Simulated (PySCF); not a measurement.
**CeH4: other functionals and bases at one geometry**

How far do other levels of theory move the description of CeH4, and what does each cost? The species was built from a template and needn't be a known compound.

Method: several levels, as the steps say, no spin–orbit coupling; program: PySCF 2.14.0.

1 further run of the same task is left out (for a known fault of the program).

### Step 1. The starting structure

5 atoms, charge 0, spin multiplicity 1.

Bond lengths: Ce1–H2 1.975 Å, Ce1–H3 1.975 Å, Ce1–H4 1.975 Å, Ce1–H5 1.975 Å. Angles: H2–Ce1–H3 109.5°, H2–Ce1–H4 109.5°, H2–Ce1–H5 109.5°, H3–Ce1–H4 109.5°, H3–Ce1–H5 109.5°, H4–Ce1–H5 109.5°.

Geometry (Å):

```xyz
5

Ce    0.0000    0.0000    0.0000
H     1.1400    1.1400    1.1400
H    -1.1400   -1.1400    1.1400
H     1.1400   -1.1400   -1.1400
H    -1.1400    1.1400   -1.1400
```

Formal oxidation states: Ce +4. The 4f shell is empty and lies in the core potential. An earlier session relaxed this geometry at PBE0, Ce lcecp-2-SVP with ECP46, H def2-SVP (singlet, point group Td).

At PBE0 on the finer grid: E = -40.830919 Eh, frontier levels not given, since the 4f levels lie in the core, Mulliken charge on Ce1 +1.14 e, largest force component 0.000 eV/Å. The large-core potential holds the 4f shell empty.

Levels to run: CAM-B3LYP; TPSSh; PBE0, TZVP. Hardware: 2 threads of Arm Neoverse V1, shared host.

### Step 2. CAM-B3LYP

run.py (the lines that set the calculation)

```python
mol = gto.M(atom='''
Ce     0.00000     0.00000     0.00000
H      1.14002     1.14002     1.14002
H     -1.14002    -1.14002     1.14002
H      1.14002    -1.14002    -1.14002
H     -1.14002     1.14002    -1.14002''',
    basis={'Ce': 'lcecp-2-SVP', 'H': 'def2-SVP'},
    ecp={'Ce': 'lcecp-2-SVP'},
    charge=0, spin=0)
mf = dft.RKS(mol, xc='CAMB3LYP')
mf.grids.atom_grid = (75, 302)  # f atoms: unpruned, at least (60, 302)
mf = mf.density_fit()  # fitting sets: Ce AutoAux, H def2-universal-JKFIT
mf.conv_tol = 1e-08; mf.max_cycle = 55
mf.kernel(dm0)  # dm0: the density of the relaxed state
```

Launch:

```sh
$ OMP_NUM_THREADS=2 python run.py
```

### Step 3. TPSSh

Changes to run.py (the lines that set the calculation) since step 2:

```diff
@@ -9,3 +9,3 @@
     charge=0, spin=0)
-mf = dft.RKS(mol, xc='CAMB3LYP')
+mf = dft.RKS(mol, xc='TPSSH')
 mf.grids.atom_grid = (75, 302)  # f atoms: unpruned, at least (60, 302)
```

### Step 4. PBE0, TZVP

Basis: Ce lcecp-2-TZVP with ECP46, H def2-TZVP. 

run.py (the lines that set the calculation)

```python
mol = gto.M(atom='''
Ce     0.00000     0.00000     0.00000
H      1.14002     1.14002     1.14002
H     -1.14002    -1.14002     1.14002
H      1.14002    -1.14002    -1.14002
H     -1.14002     1.14002    -1.14002''',
    basis={'Ce': 'lcecp-2-TZVP', 'H': 'def2-TZVP'},
    ecp={'Ce': 'lcecp-2-TZVP'},
    charge=0, spin=0)
mf = dft.RKS(mol, xc='PBE0')
mf.grids.atom_grid = (75, 302)  # f atoms: unpruned, at least (60, 302)
mf = mf.density_fit()  # fitting sets: Ce AutoAux, H def2-universal-JKFIT
mf.conv_tol = 1e-08; mf.max_cycle = 55
mf.kernel(dm0)  # dm0: free metal ions and neutral atoms
```

**Question.** What will these runs give? Wanted: for each run, charge on Ce1; dipole; largest force.

As calculated:

| level | state | charge on Ce1 (e) | dipole (D) | largest force (eV/Å) | basis functions | time |
| --- | --- | --- | --- | --- | --- | --- |
| PBE0 (relaxed here) | singlet | 1.14 | 0.00 | 0.00 | 50 | 2.9 s |
| CAM-B3LYP | singlet | 1.18 | 0.00 | 0.03 | 50 | 1.8 s |
| TPSSh | singlet | 1.24 | 0.00 | 0.06 | 50 | 2.1 s |
| PBE0, TZVP | singlet | 1.00 | 0.00 | 0.09 | 71 | 3.7 s |

Times are on 2 threads of Arm Neoverse V1, shared host; the first row also made further properties.

The largest leftover force, 0.09 eV/Å with PBE0, TZVP, stands at a geometry relaxed at another level. The Mulliken charge on Ce spans +1.00 to +1.24 e over the levels. With 4f in the core, its levels are missing from HOMO and gap. Total energies of different levels can't be compared. Spin–orbit coupling is left out throughout.
